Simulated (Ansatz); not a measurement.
# YbOs (CsCl type): other levels of theory at one geometry

The task here is to estimate one member of a computed series from the others.

Method: DFT at several levels, plane waves, PAW, in Ansatz 0.2.0.

1 further run of the same task is left out (it didn't finish). Runs told in other sessions of the task aren't counted.

## The system as given

The structure is cubic, space group Pm-3m (No. 221). Conventional cell: a = 3.355 Å, b = 3.355 Å, c = 3.355 Å, α = 90.00°, β = 90.00°, γ = 90.00°. Around Yb (site symmetry m-3m) lie 8 Os at 2.91 Å. Os (site symmetry m-3m) is surrounded by 8 Yb at 2.91 Å.

As a file:

```cif
data_structure
_symmetry_space_group_name_H-M 'P 1'
_symmetry_Int_Tables_number 1
_cell_length_a 3.3545
_cell_length_b 3.3545
_cell_length_c 3.3545
_cell_angle_alpha 90.000
_cell_angle_beta 90.000
_cell_angle_gamma 90.000
_cell_volume 37.75
loop_
_atom_site_label
_atom_site_type_symbol
_atom_site_fract_x
_atom_site_fract_y
_atom_site_fract_z
_atom_site_occupancy
Yb1 Yb 0.00000 0.00000 0.00000 1
Os1 Os 0.50000 0.50000 0.50000 1
```

An earlier run at PBE left this cell at 18.874 Å³/atom and -0.01 GPa (10×10×10 mesh), no gap.

Levels to run: PBE+SOC; r²SCAN; PBEsol; LDA; HSE06. Hardware: 2 threads of Arm Neoverse V2, shared host.

Set-up of the first run:

Input file input.yaml:

```yaml
crystal:
  lattice:
    - [3.3545099948, 0.0, 0.0]
    - [0.0, 3.3545099948, 0.0]
    - [0.0, 0.0, 3.3545099948]
  atoms:
    - { symbol: Yb, position: [0.0, 0.0, 0.0] }
    - { symbol: Os, position: [0.5, 0.5, 0.5] }
basis:
  ecutwfc: 420
  ecutrho_ratio: 4
kpoints:
  mp_grid: { grid: [10, 10, 10] }
hamiltonian:
  xc: pbe
scf:
  occupations: { method: gaussian, width: 0.05 }
output:
  forces: true
  stress: true
  eigenvalues: true
  populations: true
  hubbard: { sites: [{ species: Yb, l: f }] }
  dos: { projected: true, de: 0.02 }
  write_density: true
  write_potential: true
  elf: true
  volumetric_format: npy
magnetization:
  noncollinear: true
  spin_orbit: true
```

On the command line:

```
$ ansatz run input.yaml --threads 2 --pin off --max-ram 2662MiB --backend cpu --events-out ev --progress --plain --runs-dir out
```

Among the steps run: PBE+SOC; r²SCAN; PBEsol; LDA; HSE06.

One of the session's tables, all rows but one given; the rest of the session is left out.

| level | pressure (GPa) |
| --- | --- |
| PBE | 0.0 |
| LDA | -10.7 |
| PBEsol | -6.5 |
| PBE+SOC | 0.2 |
| r²SCAN | ? |
| HSE06 | -0.2 |

Q: Estimate the row for r²SCAN from the others.

The run gave: pressure (GPa): -3.1. In the column «pressure (GPa)» it lies between PBEsol (-6.5) and HSE06 (-0.2).

The pressure runs from -10.7 GPa (LDA) to 0.2 GPa (PBE+SOC); a negative pressure means that level wants a smaller cell, a positive one a larger cell. Total energies of different levels have different zeros and can't be compared.

Limits of these values: Warnings in the runs' records: stress scf threshold loose, stress exchange threshold loose, filled band counts differ across k points.
